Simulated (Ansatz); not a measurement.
# C3H5B: how energies converge with the basis set

How large a basis does C3H5B need? Two functionals are run in growing sets.

The runs use Ansatz 0.2.0, Gaussian basis; one geometry, several basis sets.

The runs, in order: PBE0-D4/def2-SVP; ωB97M-V/def2-SVP; PBE0-D4/def2-QZVPP; ωB97M-V/def2-QZVPP; the functionals' def2-TZVPP values are taken from earlier runs.

## (1) The relaxed structure

All runs share one geometry, relaxed beforehand with PBE0-D4/def2-TZVP.

SMILES `CC1=CB1`, 9 atoms, charge 0, spin multiplicity 1.

Atoms are counted from 1 here; the program's logs count them from 0.

Bond lengths: C1–C2 1.474 Å, C1–H5 1.092 Å, C1–H6 1.093 Å, C1–H7 1.093 Å, C2–C3 1.349 Å, C2–B4 1.472 Å, C3–B4 1.463 Å, C3–H8 1.082 Å, B4–H9 1.183 Å. Angles: C2–C1–H5 112.9°, C2–C1–H6 109.9°, C2–C1–H7 109.7°, H5–C1–H6 109.0°, H5–C1–H7 108.8°, H6–C1–H7 106.2°, C1–C2–C3 141.0°, C1–C2–B4 156.7°, C3–C2–B4 62.3°, C2–C3–B4 63.0°, C2–C3–H8 138.8°, B4–C3–H8 158.2°, C2–B4–C3 54.7°, C2–B4–H9 153.0°, C3–B4–H9 152.3°.

Geometry (Å):

```csv
atom,x (Å),y (Å),z (Å)
C1,-0.02214,0.98953,-0.88272
C2,0.00911,-0.06224,0.14966
C3,0.06584,-1.40378,0.27748
B4,0.01591,-0.62055,1.51219
H5,-0.01671,0.58876,-1.89866
H6,-0.90952,1.61424,-0.75159
H7,0.83860,1.65247,-0.75988
H8,0.11155,-2.28116,-0.35483
H9,-0.00403,-0.52355,2.69135
```

## (2) PBE0-D4 in def2-SVP

Contents of in.yaml:

```yaml
crystal:
  periodic: [false, false, false]
  atoms:
    - {symbol: C, position_ang: [-0.022144, 0.989527, -0.882723]}
    - {symbol: C, position_ang: [0.009110, -0.062240, 0.149657]}
    - {symbol: C, position_ang: [0.065836, -1.403783, 0.277483]}
    - {symbol: B, position_ang: [0.015913, -0.620546, 1.512191]}
    - {symbol: H, position_ang: [-0.016710, 0.588756, -1.898661]}
    - {symbol: H, position_ang: [-0.909521, 1.614235, -0.751588]}
    - {symbol: H, position_ang: [0.838602, 1.652466, -0.759884]}
    - {symbol: H, position_ang: [0.111547, -2.281163, -0.354825]}
    - {symbol: H, position_ang: [-0.004033, -0.523553, 2.691352]}
basis:
  gaussian: {orbitals: def2-SVP}
hamiltonian: {xc: pbe0, dispersion: d4}
output: {orbitals: {seedname: orbitals}}
```

On the command line:

```console
ansatz run in.yaml --threads 2 --pin off --events-out ev --progress --plain --max-ram 4352MiB
```

The runs that follow: ωB97M-V in def2-SVP; PBE0-D4 in def2-QZVPP; ωB97M-V in def2-QZVPP.

Before running them: what should the planned runs give, taken together? Wanted: PBE0-D4: double and triple zeta above quadruple; ωB97M-V: double and triple zeta above quadruple.

The runs gave:

```
                                       quantity          value
PBE0-D4: double and triple zeta above quadruple  4.34, 0.22 eV
ωB97M-V: double and triple zeta above quadruple  4.55, 0.20 eV
```

In words: PBE0-D4 gains 4.11 eV from double to triple zeta, then 0.22 eV more. These are total energies; as a rule much of such shifts cancels in differences, which this series doesn't test. The LUMO of ωB97M-V is positive and keeps falling with the basis (2.57 to 1.81 eV): an unbound level that the basis holds in place.
